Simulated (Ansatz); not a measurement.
# C₂H₆FNSi: one species, many methods

One table from this session's results is given with a row withheld; the runs are named, their logs left out.

The runs use Ansatz 0.2.0, Gaussian basis; functionals in def2-TZVPP, the program's frozen cores in correlated methods.

Plan: LDA (SPW92), PBE-D4, revPBE-D4, BLYP-D4, r2SCAN-D4, B97M-V, PBE0-D4, B3LYP-D4, r2SCANh-D4, r2SCAN0-D4, HSE06-D4, BHLYP-D4, CAM-B3LYP-D4, LC-ωPBE, ωB97X-V, ωB97M-V, B2PLYP, PBE-QIDH; CCSD(T)/def2-SVP; CCSD(T)/def2-TZVPP; MP2/def2-QZVPP; extrapolation to the limit; RPA on PBE.

## The relaxed structure

The geometry comes from an earlier relaxation with PBE0-D4 in a triple-zeta def2 set; it is a stationary point, not always the lowest conformer.

SMILES `C[C@@H]1N[Si@@H]1F`, 11 atoms, charge 0, spin multiplicity 1.

Atoms are counted from 1 here; the program's logs count them from 0.

Bond lengths: C1–C2 1.505 Å, C1–H6 1.095 Å, C1–H7 1.091 Å, C1–H8 1.093 Å, C2–N3 1.513 Å, C2–Si4 1.822 Å, C2–H9 1.093 Å, N3–Si4 1.682 Å, N3–H10 1.007 Å, Si4–F5 1.590 Å, Si4–H11 1.475 Å. Angles: C2–C1–H6 111.0°, C2–C1–H7 111.2°, C2–C1–H8 110.5°, H6–C1–H7 107.8°, H6–C1–H8 108.0°, H7–C1–H8 108.2°, C1–C2–N3 115.6°, C1–C2–Si4 127.2°, C1–C2–H9 113.0°, N3–C2–Si4 59.7°, N3–C2–H9 114.3°, Si4–C2–H9 115.5°, C2–N3–Si4 69.3°, C2–N3–H10 120.3°, Si4–N3–H10 134.9°, C2–Si4–N3 51.0°, C2–Si4–F5 124.0°, C2–Si4–H11 124.5° and more.

As a file:

```
C    -1.1445    0.4801    0.8676
C     0.0365   -0.3301    0.4063
N     1.2207    0.4681   -0.0933
Si    0.6287   -0.5382   -1.3044
F    -0.0481    0.1491   -2.5681
H    -0.9325    0.9740    1.8217
H    -1.3999    1.2533    0.1408
H    -2.0188   -0.1613    1.0065
H     0.2977   -1.1369    1.0967
H     2.0705    0.5074    0.4450
H     1.3551   -1.7225   -1.7981
```

The first run:

Input file in.yaml:

```yaml
crystal:
  periodic: [false, false, false]
  atoms:
    - {symbol: C, position_ang: [-1.144523, 0.480075, 0.867641]}
    - {symbol: C, position_ang: [0.036496, -0.330138, 0.406280]}
    - {symbol: N, position_ang: [1.220740, 0.468144, -0.093342]}
    - {symbol: Si, position_ang: [0.628656, -0.538156, -1.304368]}
    - {symbol: F, position_ang: [-0.048107, 0.149051, -2.568063]}
    - {symbol: H, position_ang: [-0.932522, 0.973997, 1.821688]}
    - {symbol: H, position_ang: [-1.399867, 1.253277, 0.140797]}
    - {symbol: H, position_ang: [-2.018839, -0.161320, 1.006452]}
    - {symbol: H, position_ang: [0.297689, -1.136859, 1.096706]}
    - {symbol: H, position_ang: [2.070480, 0.507447, 0.444967]}
    - {symbol: H, position_ang: [1.355096, -1.722517, -1.798059]}
basis:
  gaussian: {orbitals: def2-TZVPP}
hamiltonian: {xc: lda}
output: {orbitals: {seedname: orbitals}}
```

On the command line:

```console
$ ansatz run in.yaml --threads 4 --pin off --events-out ev --progress --plain --max-ram 10444MiB
```

Steps of the session up to this table: LDA; PBE-D4 (GGA); revPBE-D4 (GGA); BLYP-D4 (GGA); r2SCAN-D4 (meta-GGA); B97M-V (meta-GGA); PBE0-D4 (hybrid); B3LYP-D4 (hybrid); r2SCANh-D4 (hybrid); r2SCAN0-D4 (hybrid); HSE06-D4 (hybrid); BHLYP-D4 (hybrid); CAM-B3LYP-D4 (range-separated); LC-ωPBE (range-separated); ωB97X-V (range-separated); ωB97M-V (range-separated); B2PLYP (double hybrid); PBE-QIDH (double hybrid).

One of the session's tables, all rows but one given; the rest of the session is left out.

It belongs to the step «Orbital energies across the functionals». 

| functional | HOMO (eV) | LUMO (eV) | gap (eV) |
| --- | --- | --- | --- |
| LDA (SPW92) | -5.99 | -0.57 | 5.42 |
| PBE-D4 | -5.81 | -0.37 | 5.44 |
| revPBE-D4 | -5.74 | -0.29 | 5.46 |
| BLYP-D4 | -5.67 | -0.30 | 5.37 |
| r2SCAN-D4 | -6.04 | -0.01 | 6.03 |
| B97M-V | -6.13 | -0.19 | 5.94 |
| PBE0-D4 | -7.10 | 0.47 | 7.57 |
| B3LYP-D4 | ? | ? | ? |
| r2SCANh-D4 | -6.53 | 0.28 | 6.81 |
| r2SCAN0-D4 | -7.26 | 0.70 | 7.96 |
| HSE06-D4 | -6.70 | 0.10 | 6.80 |
| BHLYP-D4 | -8.29 | 1.24 | 9.53 |
| CAM-B3LYP-D4 | -8.48 | 1.39 | 9.87 |
| LC-ωPBE | -9.85 | 2.59 | 12.44 |
| ωB97X-V | -9.48 | 2.44 | 11.92 |
| ωB97M-V | -9.38 | 2.07 | 11.45 |

Estimate the missing values for B3LYP-D4.

Worked estimate for «HOMO (eV)». Against the share of exact exchange, BLYP-D4 (0, -5.67), BHLYP-D4 (0.5, -8.29) give a slope of -5.24 per unit share; at 0.2 the line stands at -6.72.

**Answer.** HOMO (eV): -6.87; LUMO (eV): 0.20; gap (eV): 7.08. In «HOMO (eV)» the line misses by +0.15.
